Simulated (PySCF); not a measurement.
# [Pm(H2O)2]3+: structure and properties

Task: relax [Pm(H2O)2]3+, compute its harmonic modes and analyse its electrons. The species was built from a template and needn't be a known compound.

The runs use PySCF 2.14.0; PBE, Pm lcecp-1-SVP with ECP50, O def2-SVP, H def2-SVP; scalar-relativistic core potentials, no spin–orbit coupling.

4 further runs of the same task are left out: 2 for a known fault of the program, 2 that didn't finish.

## (1) The system as given

7 atoms, charge 3, spin multiplicity 1.

Bond lengths: Pm1–O2 2.510 Å, Pm1–O5 2.510 Å, O2–H3 0.970 Å, O2–H4 0.970 Å, O5–H6 0.970 Å, O5–H7 0.970 Å. Angles: O2–Pm1–O5 180.0°, Pm1–O2–H3 127.5°, Pm1–O2–H4 127.5°, H3–O2–H4 105.1°, Pm1–O5–H6 127.5°, Pm1–O5–H7 127.5°, H6–O5–H7 105.1°.

As a file:

```xyz
7

Pm    0.0000    0.0000    0.0000
O     0.0000    0.0000    2.5100
H     0.5445    0.5445    3.1000
H    -0.5445   -0.5445    3.1000
O     0.0000    0.0000   -2.5100
H     0.5445   -0.5445   -3.1000
H    -0.5445    0.5445   -3.1000
```

Formal oxidation states: Pm +3. Each metal's 4 4f electrons lie in its core potential, so multiplicities, spins and levels count the valence alone.

## (2) SCF at the start, singlet

Contents of run.py (the lines that set the calculation):

```python
mol = gto.M(atom='''
Pm     0.00000     0.00000     0.00000
O      0.00000     0.00000     2.51000
H      0.54450     0.54450     3.10000
H     -0.54450    -0.54450     3.10000
O      0.00000     0.00000    -2.51000
H      0.54450    -0.54450    -3.10000
H     -0.54450     0.54450    -3.10000''',
    basis={'Pm': 'lcecp-1-SVP', 'O': 'def2-SVP', 'H': 'def2-SVP'},
    ecp={'Pm': 'lcecp-1-SVP'},
    charge=3, spin=0)
mf = dft.RKS(mol, xc='PBE')
mf.grids.atom_grid = (50, 194)  # f atoms: unpruned, at least (60, 302)
mf = mf.density_fit()  # fitting sets: Pm AutoAux, O def2-universal-JKFIT, H def2-universal-JKFIT
mf.conv_tol = 1e-08; mf.max_cycle = 55
mf.kernel(dm0)  # dm0: free metal ions and neutral atoms
```

Launch:

```
$ OMP_NUM_THREADS=2 python run.py
```

Output:

```text
init E= -176.553373750916
  HOMO = -1.49100103184035  LUMO = -0.712178747555218  gap/eV = 21.19283
cycle= 1 E= -183.100405745786  delta_E= -6.55  |g|= 3.51  |ddm|= 2.91
  HOMO = -0.669728606919019  LUMO = -0.659800645904143  gap/eV = 0.27015
cycle= 2 E= -161.917596811375  delta_E= 21.2  |g|= 5.42  |ddm|= 9.01
  HOMO = -0.912042758719852  LUMO = -0.678716573427224  gap/eV = 6.34913
cycle= 3 E= -184.871994392359  delta_E=  -23  |g|=  1.5  |ddm|= 9.12
  HOMO = -0.993875580498897  LUMO = -0.671931977288896  gap/eV = 8.76053
cycle= 4 E= -185.322348647137  delta_E= -0.45  |g|= 0.901  |ddm|=  1.7
  HOMO = -0.862060469688093  LUMO = -0.729475996720481  gap/eV = 3.60781
cycle= 5 E= -185.494952619067  delta_E= -0.173  |g|= 0.108  |ddm|= 0.653
  HOMO = -0.860499835726716  LUMO = -0.731513502657896  gap/eV = 3.50990
cycle= 6 E= -185.496791986584  delta_E= -0.00184  |g|= 0.0314  |ddm|= 0.0473
  HOMO = -0.859262770103685  LUMO = -0.73392131559841  gap/eV = 3.41071
cycle= 7 E= -185.497007486026  delta_E= -0.000215  |g|= 0.00624  |ddm|= 0.0262
  HOMO = -0.858488782709432  LUMO = -0.733836024403104  gap/eV = 3.39197
cycle= 8 E= -185.497015072778  delta_E= -7.59e-06  |g|= 0.000668  |ddm|= 0.0049
  HOMO = -0.858557179063109  LUMO = -0.73380002592769  gap/eV = 3.39482
cycle= 9 E= -185.497015174986  delta_E= -1.02e-07  |g|= 8.04e-05  |ddm|= 0.000678
  HOMO = -0.858552620691192  LUMO = -0.733809128572054  gap/eV = 3.39444
cycle= 10 E= -185.497015177088  delta_E= -2.1e-09  |g|= 1.2e-06  |ddm|= 0.000103
  HOMO = -0.85855228526254  LUMO = -0.733809444882154  gap/eV = 3.39443
Extra cycle  E= -185.497015177088  delta_E= -2.27e-13  |g|= 1.85e-06  |ddm|= 3.03e-06
converged SCF energy = -185.497015177088
```

Wall time 3.3 s (2 threads of Arm Neoverse V2, shared host); peak memory 0.48 GiB.

Result: E = -185.497015 Eh, HOMO -23.36 eV, LUMO -19.97 eV, Mulliken charge on Pm1 +2.26 e. 

## (3) Relaxation, singlet

Steps are kept in the start's point group, D2d.

Changes to run.py (the lines that set the calculation) since step 2:

```diff
@@ -15,2 +15,3 @@
 mf.conv_tol = 1e-08; mf.max_cycle = 55
-mf.kernel(dm0)  # dm0: free metal ions and neutral atoms
+mf.kernel(dm0)  # dm0: an SCF of this state at this start
+# quasi-Newton relaxation in Cartesian coordinates to a largest gradient under 0.00045 Eh/bohr, steps kept in the point group
```

Launch:

```
$ OMP_NUM_THREADS=2 python run.py
```

The driver keeps no SCF log for this step, only its results.

Run time: 15 s. Hardware: 2 threads of Arm Neoverse V2, shared host.

Along the way:

```csv
step,energy from step 1 (eV),largest force component (eV/Å)
1,0.0000,2.8862
2,-0.1991,0.9185
3,-0.2948,0.3190
4,-0.3227,0.4243
5,-0.3279,0.1442
6,-0.3284,0.0049
```

Distances of close pairs at the start and the end, largest changes first:

```csv
bond,before (Å),after (Å),change (Å)
Pm1–O2,2.510,2.331,-0.179
Pm1–O5,2.510,2.331,-0.179
O2–H3,0.970,1.003,+0.033
O2–H4,0.970,1.003,+0.033
O5–H6,0.970,1.003,+0.033
O5–H7,0.970,1.003,+0.033
```

It ends in D2d at E = -185.509084 Eh.

```csv
atom,x (Å),y (Å),z (Å)
Pm1,0.00000,0.00000,0.00000
O2,0.00000,0.00000,2.33136
H3,0.55053,0.55053,2.96394
H4,-0.55053,-0.55053,2.96394
O5,0.00000,0.00000,-2.33136
H6,0.55053,-0.55053,-2.96394
H7,-0.55053,0.55053,-2.96394
```

## (4) Harmonic vibrations

Contents of run.py (the lines that set the calculation):

```python
mol = gto.M(atom='''
Pm     0.00000     0.00000     0.00000
O      0.00000     0.00000     2.33136
H      0.55053     0.55053     2.96394
H     -0.55053    -0.55053     2.96394
O      0.00000     0.00000    -2.33136
H      0.55053    -0.55053    -2.96394
H     -0.55053     0.55053    -2.96394''',
    basis={'Pm': 'lcecp-1-SVP', 'O': 'def2-SVP', 'H': 'def2-SVP'},
    ecp={'Pm': 'lcecp-1-SVP'},
    charge=3, spin=0)
mf = dft.RKS(mol, xc='PBE')
mf.grids.atom_grid = (50, 194)  # f atoms: unpruned, at least (60, 302)
mf = mf.density_fit()  # fitting sets: Pm AutoAux, O def2-universal-JKFIT, H def2-universal-JKFIT
mf.conv_tol = 1e-10; mf.max_cycle = 55
mf.kernel(dm0)  # dm0: the density of the relaxed state
# Hessian and dipole derivatives by central differences of gradients, 0.02 bohr
```

Launch:

```
$ OMP_NUM_THREADS=2 python run.py
```

No log is kept here; the results follow.

Run time: 30 s. Hardware: 2 threads of Arm Neoverse V2, shared host.

Point group D2d; negative numbers are unstable modes, and those under 60 cm⁻¹ are near the numerical noise:

```csv
cm⁻¹,km/mol,symmetry
-65,7.4,e
-65,7.4,e
173,0.0,b1
395,0.0,a1
398,55.7,b2
615,55.0,e
615,55.0,e
702,403.5,e
702,403.5,e
1622,289.8,b2
1625,0.0,a1
3377,1469.2,b2
3394,0.0,a1
3408,432.0,e
3408,432.0,e
```

## (5) Displaced along the imaginary mode

No symmetry is imposed.

Contents of run.py (the lines that set the calculation):

```python
mol = gto.M(atom='''
Pm    -0.00786    -0.04566     0.00000
O      0.03077     0.17670     2.33136
H      0.58096     0.78841     2.91065
H     -0.52010    -0.31265     3.01723
O      0.03001     0.17657    -2.33136
H      0.60259    -0.30893    -3.00159
H     -0.49846     0.79213    -2.92630''',
    basis={'Pm': 'lcecp-1-SVP', 'O': 'def2-SVP', 'H': 'def2-SVP'},
    ecp={'Pm': 'lcecp-1-SVP'},
    charge=3, spin=0)
mf = dft.RKS(mol, xc='PBE')
mf.grids.atom_grid = (50, 194)  # f atoms: unpruned, at least (60, 302)
mf = mf.density_fit()  # fitting sets: Pm AutoAux, O def2-universal-JKFIT, H def2-universal-JKFIT
mf.conv_tol = 1e-08; mf.max_cycle = 55
mf.kernel(dm0)  # dm0: an SCF of this state at this start
# quasi-Newton relaxation in Cartesian coordinates to a largest gradient under 0.00045 Eh/bohr, steps kept in the point group
```

Launch:

```
$ OMP_NUM_THREADS=2 python run.py
```

No log is kept here; the results follow.

Wall time 94 s (2 threads of Arm Neoverse V2, shared host).

Step by step:

```csv
step,energy from step 1 (eV),largest force component (eV/Å)
1,0.0000,0.1060
2,-0.0027,0.0698
3,-0.0060,0.1839
4,-0.0103,0.1576
5,-0.0162,0.1863
6,-0.0250,0.2350
7,-0.0385,0.2915
8,-0.0606,0.3857
9,-0.1011,0.3409
10,-0.1222,0.2894
11,-0.1372,0.1887
12,-0.1462,0.3895
13,-0.1534,0.2517
14,-0.1621,0.2366
15,-0.1740,0.2265
16,-0.1891,0.2029
17,-0.2040,0.1676
18,-0.2141,0.1532
19,-0.2155,0.1715
20,-0.2171,0.0861
21,-0.2180,0.0471
22,-0.2181,0.0446
23,-0.2182,0.0137
24,-0.2183,0.0521
25,-0.2184,0.0383
26,-0.2186,0.0377
27,-0.2188,0.0432
28,-0.2191,0.0385
29,-0.2194,0.0297
30,-0.2194,0.0742
31,-0.2196,0.0274
32,-0.2197,0.0162
```

Close pairs (by a distance rule), those that changed most:

```csv
bond,before (Å),after (Å),change (Å)
Pm1–O2,2.342,2.290,-0.053
Pm1–O5,2.342,2.290,-0.052
O2–H3,1.006,1.004,-0.003
O5–H7,1.006,1.004,-0.002
O2–H4,1.007,1.005,-0.002
O5–H6,1.006,1.005,-0.001
```

It ends in C1 at E = -185.517524 Eh.

```csv
atom,x (Å),y (Å),z (Å)
Pm1,-0.2078,-1.0868,-0.0074
O2,-0.0274,0.1678,1.8995
H3,0.2504,1.1254,2.0141
H4,-0.2053,-0.1220,2.8449
O5,0.0895,0.1708,-1.8985
H6,0.4472,-0.1253,-2.7898
H7,-0.1286,1.1367,-2.0628
```

## (6) The relaxed geometry turned into its symmetry frame

Contents of run.py (the lines that set the calculation):

```python
mol = gto.M(atom='''
Pm    -0.04888    -0.25752    -0.00159
O      0.13147     0.99708     1.90527
H      0.40936     1.95465     2.01989
H     -0.04640     0.70729     2.85065
O      0.24839     1.00003    -1.89271
H      0.60610     0.70395    -2.78397
H      0.03030     1.96594    -2.05701''',
    basis={'Pm': 'lcecp-1-SVP', 'O': 'def2-SVP', 'H': 'def2-SVP'},
    ecp={'Pm': 'lcecp-1-SVP'},
    charge=3, spin=0)
mf = dft.RKS(mol, xc='PBE')
mf.grids.atom_grid = (50, 194)  # f atoms: unpruned, at least (60, 302)
mf = mf.density_fit()  # fitting sets: Pm AutoAux, O def2-universal-JKFIT, H def2-universal-JKFIT
mf.conv_tol = 1e-08; mf.max_cycle = 55
mf.kernel(dm0)  # dm0: free metal ions and neutral atoms
```

Launch:

```
$ OMP_NUM_THREADS=2 python run.py
```

Output:

```text
init E= -176.500503631808
  HOMO = -1.52226635065882  LUMO = -0.757169705256069  gap/eV = 20.81934
cycle= 1 E= -182.997004924928  delta_E= -6.5  |g|= 3.57  |ddm|= 2.94
  HOMO = -0.673938539512332  LUMO = -0.672918656204215  gap/eV = 0.02775
cycle= 2 E= -163.590357573152  delta_E= 19.4  |g|= 6.37  |ddm|= 7.47
  HOMO = -1.01650744180557  LUMO = -0.686717907107415  gap/eV = 8.97403
cycle= 3 E= -185.134511637298  delta_E= -21.5  |g|= 1.05  |ddm|= 7.23
  HOMO = -0.9228636808796  LUMO = -0.748657196556275  gap/eV = 4.74040
cycle= 4 E= -185.489335814494  delta_E= -0.355  |g|= 0.355  |ddm|= 2.07
  HOMO = -0.883494576300254  LUMO = -0.714308253592697  gap/eV = 4.60379
cycle= 5 E= -185.511211702244  delta_E= -0.0219  |g|= 0.177  |ddm|= 0.421
  HOMO = -0.888270549476899  LUMO = -0.710487663936286  gap/eV = 4.83772
cycle= 6 E= -185.515853786485  delta_E= -0.00464  |g|= 0.0915  |ddm|= 0.173
  HOMO = -0.896664915744802  LUMO = -0.710044378343666  gap/eV = 5.07820
cycle= 7 E= -185.517492182249  delta_E= -0.00164  |g|= 0.0108  |ddm|= 0.0664
  HOMO = -0.897187241677507  LUMO = -0.711443969808646  gap/eV = 5.05433
cycle= 8 E= -185.517523159156  delta_E= -3.1e-05  |g|= 0.00134  |ddm|= 0.0122
  HOMO = -0.897186428753826  LUMO = -0.711480772614295  gap/eV = 5.05331
cycle= 9 E= -185.517523493841  delta_E= -3.35e-07  |g|= 0.000311  |ddm|= 0.00116
  HOMO = -0.897159472034952  LUMO = -0.711472342704117  gap/eV = 5.05280
cycle= 10 E= -185.517523511166  delta_E= -1.73e-08  |g|= 5.88e-05  |ddm|= 0.000168
  HOMO = -0.897153699925035  LUMO = -0.711472002215189  gap/eV = 5.05266
cycle= 11 E= -185.517523511864  delta_E= -6.98e-10  |g|= 6.5e-06  |ddm|= 4.55e-05
  HOMO = -0.897154887463951  LUMO = -0.71147333297383  gap/eV = 5.05265
Extra cycle  E= -185.517523511869  delta_E= -5.4e-12  |g|= 4.75e-06  |ddm|= 1.11e-05
converged SCF energy = -185.517523511869
```

Wall time 2 s (2 threads of Arm Neoverse V2, shared host).

It gives: E = -185.517524 Eh, HOMO -24.41 eV, LUMO -19.36 eV, Mulliken charge on Pm1 +2.16 e. 

## (7) Frequencies and infrared intensities

Changes to run.py (the lines that set the calculation) since step 6:

```diff
@@ -14,3 +14,4 @@
 mf = mf.density_fit()  # fitting sets: Pm AutoAux, O def2-universal-JKFIT, H def2-universal-JKFIT
-mf.conv_tol = 1e-08; mf.max_cycle = 55
-mf.kernel(dm0)  # dm0: free metal ions and neutral atoms
+mf.conv_tol = 1e-10; mf.max_cycle = 55
+mf.kernel(dm0)  # dm0: the density of the relaxed state
+# Hessian and dipole derivatives by central differences of gradients, 0.02 bohr
```

Launch:

```
$ OMP_NUM_THREADS=2 python run.py
```

No log is kept here; the results follow.

It took 1.7 min on 2 threads of Arm Neoverse V2, shared host.

Point group C1; negative numbers are unstable modes, and those under 60 cm⁻¹ are near the numerical noise:

```csv
cm⁻¹,km/mol
21,1.8
81,3.1
105,1.3
414,4.4
419,26.6
617,56.3
638,76.5
670,91.2
683,705.0
1613,186.1
1617,76.1
3359,1229.9
3376,71.9
3394,193.8
3400,797.1
```

## (8) Charges, bond orders and levels

Contents of run.py (the lines that set the calculation):

```python
mol = gto.M(atom='''
Pm    -0.20779    -1.08678    -0.00738
O     -0.02745     0.16781     1.89948
H      0.25044     1.12539     2.01410
H     -0.20532    -0.12198     2.84486
O      0.08947     0.17077    -1.89849
H      0.44718    -0.12531    -2.78976
H     -0.12862     1.13668    -2.06280''',
    basis={'Pm': 'lcecp-1-SVP', 'O': 'def2-SVP', 'H': 'def2-SVP'},
    ecp={'Pm': 'lcecp-1-SVP'},
    charge=3, spin=0)
mf = dft.RKS(mol, xc='PBE')
mf.grids.atom_grid = (75, 302)  # f atoms: unpruned, at least (60, 302)
mf = mf.density_fit()  # fitting sets: Pm AutoAux, O def2-universal-JKFIT, H def2-universal-JKFIT
mf.conv_tol = 1e-09; mf.max_cycle = 55
mf.kernel(dm0)  # dm0: the density of the relaxed state
```

Launch:

```
$ OMP_NUM_THREADS=2 python run.py
```

Output:

```text
init E= -185.517524090783
  HOMO = -0.897155030086706  LUMO = -0.711475366244214  gap/eV = 5.05260
cycle= 1 E= -185.517524090832  delta_E= -4.94e-11  |g|= 3.75e-05  |ddm|= 7.19e-05
  HOMO = -0.897155940340811  LUMO = -0.711471354331543  gap/eV = 5.05273
cycle= 2 E= -185.517524090005  delta_E= 8.27e-10  |g|= 7.54e-05  |ddm|= 7.9e-05
  HOMO = -0.897154395556019  LUMO = -0.71147252517861  gap/eV = 5.05266
cycle= 3 E= -185.517524091127  delta_E= -1.12e-09  |g|= 8.06e-06  |ddm|= 5.22e-05
  HOMO = -0.89715483227024  LUMO = -0.711473186484279  gap/eV = 5.05265
cycle= 4 E= -185.51752409114  delta_E= -1.34e-11  |g|= 1.41e-07  |ddm|= 7.37e-06
  HOMO = -0.897154838737882  LUMO = -0.711473191224562  gap/eV = 5.05265
Extra cycle  E= -185.517524091142  delta_E= -1.19e-12  |g|= 1.64e-07  |ddm|= 2.03e-07
converged SCF energy = -185.517524091142
```

Wall time 8.3 s (2 threads of Arm Neoverse V2, shared host).

Result: E = -185.517524 Eh, HOMO -24.41 eV, LUMO -19.36 eV, Mulliken charge on Pm1 +2.16 e, largest force component 0.016 eV/Å. 

Löwdin charges:

```csv
atom,value (e)
Pm1,1.97
O2,0.06
H3,0.23
H4,0.23
O5,0.06
H6,0.23
H7,0.23
```

Mulliken charges: Pm1 +2.16, O2 -0.26, H3 +0.34, H4 +0.34, O5 -0.27, H6 +0.35, H7 +0.34 e.

Contacts (the nearest donor of each ligand) and Mayer bond orders:

```csv
contact,distance (Å),bond order
Pm1–O2 (H2O),2.290,0.72
Pm1–O5 (H2O),2.290,0.72
```

Mulliken populations of Pm1 outside the core potential: s 2.08, p 6.09, d 0.63, f 0.04.

The fields below are evaluated on a grid from the run's orbitals.

Frontier orbitals at PBE, with the share of their density that lies nearest to each atom:

```csv
orbital,energy (eV),lies on
HOMO,-24.41,"O2, O5 about 42 % each"
LUMO,-19.36,Pm1 88 %
```

ELF in a plane through or near 5 of the atoms.

Ten even steps from '0' (0.00) to '9' (0.98):
```
0000000000000000000000000000
0000000000000000000000000000
0000000000000000000000000000
0000000000000000000000000000
0000000000000000000000000000
0000000365200000026620000000
0000003698600000068852000000
0000002699610000169841000000
0000001599721001268842100000
0000145673741001576777730000
0000378873842551485799950000
0000278778636886357799840000
0000045545247448424478720000
0000000011078118700012100000
0000000000079779710000000000
0000000000047887500000000000
0000000000012332100000000000
0000000000000000000000000000
0000000000000000000000000000
0000000000000000000000000000
```
The map spans 10.9 Å across and 7.8 Å up, centred on the molecule. Atoms in the plane (x, y in Å): Pm1 (0.0, -1.3), O2 (1.9, 0.0), H4 (2.9, -0.3), O5 (-1.9, 0.0), H7 (-2.1, 0.9).

log10 of the density (e/Å³) in the same plane.

Values, 10 rows by 14 columns:
```
-4.0 -4.0 -4.0 -4.0 -4.0 -4.0 -4.0 -4.0 -4.0 -4.0 -4.0 -4.0 -4.0 -4.0
-4.0 -4.0 -4.0 -4.0 -4.0 -4.0 -4.0 -4.0 -4.0 -4.0 -4.0 -4.0 -4.0 -4.0
-4.0 -4.0 -4.0 -3.6 -2.9 -3.2 -4.0 -4.0 -3.6 -2.8 -3.2 -4.0 -4.0 -4.0
-4.0 -4.0 -3.8 -1.8 -0.8 -1.2 -2.3 -2.9 -1.8 -0.8 -1.4 -2.9 -4.0 -4.0
-4.0 -4.0 -2.8 -1.0  0.2 -0.2 -1.4 -1.9 -0.9  0.2 -0.5 -1.8 -3.7 -4.0
-4.0 -4.0 -2.1 -0.4  0.6  0.4 -0.5 -0.3 -0.4  1.0  0.2 -1.0 -3.0 -4.0
-4.0 -4.0 -2.6 -1.1 -0.5 -0.5  0.2  0.1 -0.1 -0.4 -0.7 -1.5 -3.4 -4.0
-4.0 -4.0 -4.0 -2.9 -2.2 -1.2  0.1  0.2 -0.3 -1.8 -2.6 -3.3 -4.0 -4.0
-4.0 -4.0 -4.0 -4.0 -3.5 -2.3 -1.4 -1.1 -1.7 -2.9 -4.0 -4.0 -4.0 -4.0
-4.0 -4.0 -4.0 -4.0 -4.0 -3.5 -3.0 -2.9 -3.2 -4.0 -4.0 -4.0 -4.0 -4.0
```
The map spans 10.9 Å across and 7.8 Å up, centred on the molecule. Atoms in the plane (x, y in Å): Pm1 (0.0, -1.3), O2 (1.9, 0.0), H4 (2.9, -0.3), O5 (-1.9, 0.0), H7 (-2.1, 0.9).

On the surface of density 0.002 e/bohr³ the electrostatic potential runs, from the 1st to the 99th percentile, from 13.31 to 22.63 V.

## (9) Results

| quantity | value |
| --- | --- |
| state and point group | singlet in the valence, C1 |
| first geometry: modes | -65 to 3408 cm⁻¹, 2 unstable |
| first geometry: strongest infrared band (modes within 1.5 cm⁻¹ summed) | 3377 cm⁻¹ (1469 km/mol) |
| modes | 21 to 3400 cm⁻¹, none unstable |
| strongest infrared band (modes within 1.5 cm⁻¹ summed) | 3359 cm⁻¹ (1230 km/mol) |
| zero-point energy | 1.265 eV |
| ideal gas, 298 K, 1 bar | S = 365.7, Cp = 85.8 J/(mol K) |
| metal–ligand contacts | 2.29 Å |
| frontier levels | HOMO -24.41 eV, LUMO -19.36 eV |
| dipole about the centre of mass | 3.06 D |
| mean polarisability | 4.1 Å³ |

**Reading.** At the first geometry 2 modes are unstable, so this structure is a saddle point; the molecule was then pushed along the lowest one and relaxed again. All modes are real within the noise of the softest ones, so the structure is a minimum. The metal carries +1.97 e by Löwdin's partition against a formal +3, and bond orders to the nearest donors reach 0.72. Both measures hang on the basis. Leaving the first, D2d structure gained 0.23 eV and gave C1. One start shape was tried, so another isomer may lie lower. These are double-zeta-type bases without diffuse functions. Spin–orbit coupling is left out.
